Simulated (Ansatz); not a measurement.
**HfSiO4: band gap under strain**

Aim: follow the gap of HfSiO4 in the database structure through these states: no strain; -3.0 % equal strain in all directions; -2.0 % equal strain in all directions. The table at the end shows which levels were run.

Code: Ansatz 0.2.0. PAW datasets, plane waves. Calculated at 0 K for a non-magnetic cell.

### Step 1. The structure to begin with

The unstrained cell was relaxed with r2SCAN; in each strained cell the atoms were relaxed again with r2SCAN. Names of k-points are those of the unstrained zone, where strain can split equivalent points. First state: no strain.

It is tetragonal, I4_1/amd (No. 141); conventional cell a = 6.582 Å, c = 5.972 Å, 10.78 Å³ an atom. Near Hf stand 8 O at 2.12–2.26 Å; near Si stand 4 O at 1.62 Å; near O stand 1 Si at 1.62 Å and 2 Hf at 2.12–2.26 Å.

The structure in full:

Space group I4_1/amd:1 (No. 141). a = 6.582 Å, b = 6.582 Å, c = 5.972 Å, α = 90.00°, β = 90.00°, γ = 90.00°
```tsv
atom	site	symmetry	x	y	z
Hf	4a	-4m2	0.0000	0.0000	0.0000
Si	4b	-4m2	0.5000	0.0000	0.2500
O	16h	.m.	0.5000	0.3154	0.8199
```

### Step 2. No strain: PBE

The input, input.yaml:

```yaml
crystal:
  lattice:
    - [-3.2908231527, 3.2908231527, 2.9857689456]
    - [3.2908231527, -3.2908231527, 2.9857689456]
    - [3.2908231527, 3.2908231527, -2.9857689456]
  atoms:
    - { symbol: Hf, position: [0.0, 0.0, 0.0] }
    - { symbol: Hf, position: [0.75, 0.25, 0.5] }
    - { symbol: Si, position: [0.25, 0.75, 0.5] }
    - { symbol: Si, position: [0.5, 0.5, 0.0] }
    - { symbol: O, position: [0.1352530325, 0.3198800075, 0.8153730251] }
    - { symbol: O, position: [0.0698800075, 0.7545069824, 0.6846269749] }
    - { symbol: O, position: [0.0698800075, 0.3852530325, 0.3153730251] }
    - { symbol: O, position: [0.5045069824, 0.3198800075, 0.1846269749] }
    - { symbol: O, position: [0.6801199925, 0.4954930176, 0.8153730251] }
    - { symbol: O, position: [0.6147469675, 0.9301199925, 0.6846269749] }
    - { symbol: O, position: [0.2454930176, 0.9301199925, 0.3153730251] }
    - { symbol: O, position: [0.6801199925, 0.8647469675, 0.1846269749] }
kpoints:
  mp_grid: { grid: [6, 6, 6] }
  band_path:
    path:
      - [0.0, 0.0, 0.0]
      - [0.0, 0.0, 0.5]
      - [-0.5, 0.5, 0.5]
      - [0.4557990254, 0.4557990254, -0.4557990254]
      - [-0.4557990254, 0.5442009746, 0.4557990254]
      - [0.25, 0.25, 0.25]
      - [0.0, 0.5, 0.0]
      - [0.1666666667, 0.1666666667, 0.1666666667]
      - [0.052083, 0.052083, -0.052083]
      - [0.1875, 0.302083, 0.25]
    npoints: 1
hamiltonian:
  xc: pbe
scf:
  occupations: { method: fermi_dirac, width: 0.02 }
  n_extra_bands: 7
output:
  forces: true
  stress: true
  eigenvalues: true
```

Further steps of the session: No strain: r2SCAN; No strain: HSE06; -3.0 % equal strain in all directions: PBE; -3.0 % equal strain in all directions: r2SCAN; -3.0 % equal strain in all directions: HSE06; -2.0 % equal strain in all directions: PBE; -2.0 % equal strain in all directions: r2SCAN; -2.0 % equal strain in all directions: HSE06.

Q: Predict the outcome of this session.

**Answer**, as computed:

Least gap in eV (negative: overlap), with the change from the unstrained cell in brackets:

| state | volume change (%) | PBE | r2SCAN | HSE06 |
| --- | --- | --- | --- | --- |
| no strain | +0.0 | 5.43 | 6.00 | 7.24 |
| -3.0 % equal strain in all directions | -8.7 | 5.90 (+0.47) | 6.51 (+0.51) | 7.74 (+0.50) |
| -2.0 % equal strain in all directions | -5.9 | 5.75 (+0.32) | 6.34 (+0.34) | 7.58 (+0.34) |

What this shows: With HSE06, of the states in the table -3.0 % equal strain in all directions shifts the gap most, by +0.501 eV. PBE and HSE06 differ by 1.82 eV on the unstrained gap, and by at most 0.02 eV on its change: PBE follows the response to strain far better than the gap itself. Spin-orbit coupling is left out of the table, though the cell holds Hf (Z = 72); in an element this heavy it can shift bands and gaps by tenths of an eV.
